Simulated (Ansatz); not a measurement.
**TePdO: how the settings move a single-point run**

How sensitive is a single-point run of TePdO to its settings? A reference run comes first, then six runs with altered input. The cell is built on a prototype (Janus 1T monolayer) and needn't be the phase found in nature.

Computed with Ansatz 0.2.0 (reference: DFT, PBE, plane waves, PAW, unless a step's input says otherwise).

1 further run of the same task is left out (it didn't finish).

**1. Starting point**

It takes space group P3m1 (No. 156, trigonal). Conventional cell: a = 3.583 Å, b = 3.583 Å, c = 29.603 Å, α = 90.00°, β = 90.00°, γ = 120.00°. Pd (site symmetry 3m) has 3 O at 2.23 Å and 3 Te at 2.53 Å as nearest neighbours. O (site symmetry 3m) has 3 Pd at 2.23 Å as nearest neighbours. Te (site symmetry 3m) has 3 Pd at 2.53 Å as nearest neighbours.

Structure file:

```
Pd O Te
1.0
     3.58300    0.00000    0.00000
    -1.79150    3.10297    0.00000
     0.00000    0.00000   29.60273
Pd O Te
1 1 1
Direct
  0.00000 0.00000 0.31095
  0.33333 0.66667 0.33939
  0.66667 0.33333 0.26174
```

**2. Reference**

input.yaml reads:

```yaml
crystal:
  lattice:
    - [3.5829981333, 0.0, 0.0]
    - [-1.7914990667, 3.1029674052, 0.0]
    - [0.0, 0.0, 29.6027251312]
  atoms:
    - { symbol: Pd, position: [0.0, 0.0, 0.310947604] }
    - { symbol: O, position: [0.3333333333, 0.6666666667, 0.339390284] }
    - { symbol: Te, position: [0.6666666667, 0.3333333333, 0.2617403034] }
  periodic: [true, true, false]
kpoints:
  mp_grid: { grid: [6, 6, 1] }
hamiltonian:
  xc: pbe
scf:
  occupations: { method: fermi_dirac, width: 0.02 }
  n_extra_bands: 4
output:
  forces: true
  stress: true
  eigenvalues: true
```

Run with:

```sh
ansatz run input.yaml --threads 4 --pin off --max-ram 4608MiB --backend cpu --events-out ev --progress --plain --runs-dir out
```

**3. Changing settings: occupations.method gaussian, occupations.width 0.5**

input.yaml: that of step 2 with these lines changed.

```diff
@@ -15,3 +15,3 @@
 scf:
-  occupations: { method: fermi_dirac, width: 0.02 }
+  occupations: { method: gaussian, width: 0.5 }
   n_extra_bands: 4
```

**4. Changing settings: occupations.method methfessel_paxton, occupations.width 0.5**

input.yaml: that of step 2 with these lines changed.

```diff
@@ -15,3 +15,3 @@
 scf:
-  occupations: { method: fermi_dirac, width: 0.02 }
+  occupations: { method: methfessel_paxton, width: 0.5 }
   n_extra_bands: 4
```

**5. Variant: occupations.method methfessel_paxton, occupations.width 0.2**

input.yaml: that of step 2 with these lines changed.

```diff
@@ -15,3 +15,3 @@
 scf:
-  occupations: { method: fermi_dirac, width: 0.02 }
+  occupations: { method: methfessel_paxton, width: 0.2 }
   n_extra_bands: 4
```

**6. Variant: mp_grid.shift [0.5, 0.5, 0.5]**

input.yaml: that of step 2 with these lines changed.

```diff
@@ -11,3 +11,3 @@
 kpoints:
-  mp_grid: { grid: [6, 6, 1] }
+  mp_grid: { grid: [6, 6, 1], shift: [0.5, 0.5, 0.5] }
 hamiltonian:
```

**7. Variant: occupations.width 0.2**

input.yaml: that of step 2 with these lines changed.

```diff
@@ -15,3 +15,3 @@
 scf:
-  occupations: { method: fermi_dirac, width: 0.02 }
+  occupations: { method: fermi_dirac, width: 0.2 }
   n_extra_bands: 4
```

**8. Changing settings: occupations.method cold, occupations.width 0.05**

input.yaml: that of step 2 with these lines changed.

```diff
@@ -15,3 +15,3 @@
 scf:
-  occupations: { method: fermi_dirac, width: 0.02 }
+  occupations: { method: cold, width: 0.05 }
   n_extra_bands: 4
```

Q: Predict the outcome of this session. Wanted: for each run, ending; energy change; gap; force.

As calculated:

```tsv
run	ending	energy change	gap (eV)	force (eV/Å)	cycles	time
reference	converged	0	0.00	0.45	10	3.5 s
1: occupations.method gaussian, occupations.width 0.5	converged	+3.9 meV/atom (σ→0)	0.00	0.67	8	3.4 s
2: occupations.method methfessel_paxton, occupations.width 0.5	converged	+1.3 meV/atom (σ→0)	0.00	0.40	9	3.5 s
3: occupations.method methfessel_paxton, occupations.width 0.2	converged	-0.8 meV/atom (σ→0)	0.00	0.45	10	3.7 s
4: mp_grid.shift [0.5, 0.5, 0.5]	converged	+11.0 meV/atom	0.10	0.31	9	6.1 s
5: occupations.width 0.2	converged	+3.2 meV/atom (σ→0)	0.00	0.67	8	3.3 s
6: occupations.method cold, occupations.width 0.05	converged	+0.2 meV/atom (σ→0)	0.00	0.45	10	3.6 s
```

Residual by cycle in the longest SCF loop of each run; runs are numbered as in the table. The quantity is the density residual dr2, in eV.

```tsv
cycle	reference	run 1	run 2	run 3	run 4	run 5	run 6
1	0.156	0.0786	0.199	0.162	0.248	0.0793	0.149
2	0.0569	0.0918	0.752	0.261	0.625	0.109	0.0425
3	0.00451	0.00112	0.0145	0.00516	0.0152	9.8e-4	0.00675
4	3.5e-4	0.00119	9.4e-4	0.00149	0.00246	0.00125	9.7e-4
5	3.2e-5	5.6e-5	1.5e-4	2.7e-4	3.4e-4	1.0e-4	1.5e-4
6	1.2e-5	7.3e-6	6.9e-5	8.9e-5	1.6e-4	6.8e-6	4.1e-5
7	3.1e-6	5.1e-7	1.1e-5	4.6e-5	4.8e-5	5.7e-7	1.5e-5
8	8.2e-7	3.2e-8	2.6e-7	3.8e-6	1.2e-6	3.9e-8	5.6e-6
9	1.6e-7	-	2.6e-8	1.2e-7	8.5e-8	-	4.5e-7
10	2.7e-8	-	-	6.5e-8	-	-	4.4e-8
```

What this shows: No change moves the result by more than the table shows.
